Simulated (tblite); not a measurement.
# C19H28: the cost of one run

Programs: tblite 0.8.0 and PySCF 2.14.0, with routines of our own; each step states its level. All values are computed. Atoms count from 0.

### 1 The system as given

47 atoms, charge 0, multiplicity 1; geometry from: force field, distance geometry or constructed start.

### 2 Optimising the geometry with GFN2-xTB

What the job is given:

```
{"job": {"kind": "relax", "xc": "GFN2-xTB", "basis": "xTB"}, "charge": 0, "multiplicity": 1}
C      0.300100     0.106600    -2.564900
C     -0.969200    -0.617100    -0.510800
C     -0.960800    -0.622000    -2.047500
C      0.294500     0.112800     1.549300
C      0.294200     0.107200     0.014400
C     -2.230400     0.107900     1.552900
C     -2.227000     0.110100     0.007700
C     -0.962600    -0.617000     2.071900
C     -0.963300    -2.078000     1.555100
C     -0.968800    -2.076700     0.012600
C      0.293100     1.563500    -0.506000
C      0.292700     1.562700    -2.048500
C     -2.230500     1.565400    -0.498900
C     -0.963800     2.292200     0.008300
C      1.554100    -0.614600    -0.503700
C      1.554400    -0.619100    -2.042200
C      2.817800     0.110300     1.556400
C      2.816300     0.105000     0.010000
C      1.555700    -0.617900     2.072900
H      0.298000     0.109300    -3.650600
H     -1.858200    -0.102000    -2.410300
H     -0.966900    -1.645800    -2.412000
H      0.298600     1.140700     1.925400
H     -3.121300    -0.409700     1.917300
H     -2.226600     1.138700     1.919700
H     -3.123200    -0.406300    -0.349900
H     -0.965300    -0.617400     3.159700
H     -0.076600    -2.589100     1.920000
H     -1.855300    -2.589300     1.916800
H     -0.074900    -2.589300    -0.349000
H     -1.852300    -2.589100    -0.353500
H      1.183200     2.079800    -0.140400
H     -0.595800     2.078600    -2.413700
H      1.187200     2.077200    -2.408100
H     -2.225900     1.566500    -1.597200
H     -3.116600     2.080700    -0.143500
H     -0.966800     3.320500    -0.356500
H     -0.965100     2.295300     1.098400
H      1.557400    -1.651200    -0.140700
H      2.441500    -0.102400    -2.410600
H      1.556200    -1.649600    -2.408000
H      3.713300    -0.411000     1.922500
H      2.822300     1.137100     1.915200
H      3.710000    -0.405900    -0.354200
H      2.813700     1.137800    -0.350000
H      1.554400    -0.618100     3.157000
H      1.558700    -1.647200     1.706400
```

On the command line:

```sh
> OMP_NUM_THREADS=1 python large_run.py task.json out
```

One launch serves the whole session: the jobs run in the order shown.

**Question.** How long does this first job take on 1 thread of Arm Neoverse N1, shared host, and how much memory does it need?

About 2.8 s, with a peak of 0.16 GiB.
